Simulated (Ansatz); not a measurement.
**HfSiH2 (triplet): wave-function methods side by side, def2-SVP**

An exercise on one series of results from a longer session: the logs are not shown, and one member is left open.

Method: def2-SVP, core rule «outside noble gas», up to 9 orbitals frozen; program: Ansatz 0.2.0, Gaussian basis.

Plan: UHF; CCSD(T) on ROHF; CCSD(T) on UHF; CISD as a restricted active space (open shells left free, so some higher excitations enter); CCSDT(Q) on ROHF; CCSDT(Q) on UHF; CASSCF and NEVPT2, 10 electrons in 10 orbitals.

26 further runs of the same task are left out: 7 that didn't finish, 19 set aside as unsound or not needed. Runs told in other sessions of the task aren't counted.

### What is computed

The geometry is a PBE0/def2-TZVP stationary point (not a proven minimum). No spin-orbit coupling is included. Elements past krypton take def2 core potentials.

4 atoms, charge 0, spin multiplicity 3.

Atoms are counted from 1 here; the program's logs count them from 0.

Bond lengths: Hf1–Si2 2.574 Å, Si2–H3 1.505 Å, Si2–H4 1.505 Å. Angles: Hf1–Si2–H3 121.3°, Hf1–Si2–H4 121.3°, H3–Si2–H4 103.7°.

Set-up of the first run:

File in.yaml:

```yaml
crystal:
  periodic: [false, false, false]
  atoms:
    - {symbol: Hf, position_ang: [-0.006792, 0.000000, 0.378902]}
    - {symbol: Si, position_ang: [0.072482, 0.000000, -2.193437]}
    - {symbol: H, position_ang: [-0.408472, -1.183253, -2.989449]}
    - {symbol: H, position_ang: [-0.408472, 1.183253, -2.989449]}
basis:
  gaussian: {orbitals: def2-SVP}
magnetization: {spin_polarized: true, initial_magnetization: 2}
hamiltonian: {xc: hf}
output: {orbitals: {seedname: orbitals}}
```

The run is started by

```console
$ ansatz run in.yaml --threads 1 --pin off --events-out ev --progress --plain --max-ram 2393MiB
```

Steps of the session up to this table: UHF; CCSD(T) on ROHF; CCSD(T) on UHF; CISD as a restricted active space (open shells left free, so some higher excitations enter); CCSDT(Q) on ROHF; CCSDT(Q) on UHF; CASSCF and NEVPT2, 10 electrons in 10 orbitals.

One of the session's tables, all rows but one given; the rest of the session is left out.

| method | from RCCSDT(Q) (kcal/mol) |
| --- | --- |
| UHF | +113.17 |
| RMP2 | +29.41 |
| UMP2 | +31.82 |
| CISD | +20.15 |
| RCCSD | +8.42 |
| UCCSD | +6.51 |
| RCCSD(T) | +2.19 |
| UCCSD(T) | +1.58 |
| RCCSDT | +0.62 |
| UCCSDT | -0.46 |
| RCCSDT(Q) | 0 |
| UCCSDT(Q) | ? |
| CASSCF frontier | +81.38 |
| NEVPT2 frontier | +26.38 |

Q: Estimate the row for UCCSDT(Q) from the others.

**Answer.** from RCCSDT(Q) (kcal/mol): -1.06. In the column «from RCCSDT(Q) (kcal/mol)» it is the lowest.

Left out of the table: ROHF (another determinant or state than the rows shown).

Caveats from the session: The determinant of HF (⟨S²⟩ 2.82) is far from a pure spin state, so its energy mixes those of several spin states; that is harmless only where they are near-degenerate. Warnings: spin contamination; coupled cluster took another determinant than the lowest; large T1 diagnostic. Restricted and unrestricted rows rest on different reference determinants; a gap between their highest levels can come from leftover correlation error, from unlike frozen cores or from another state.
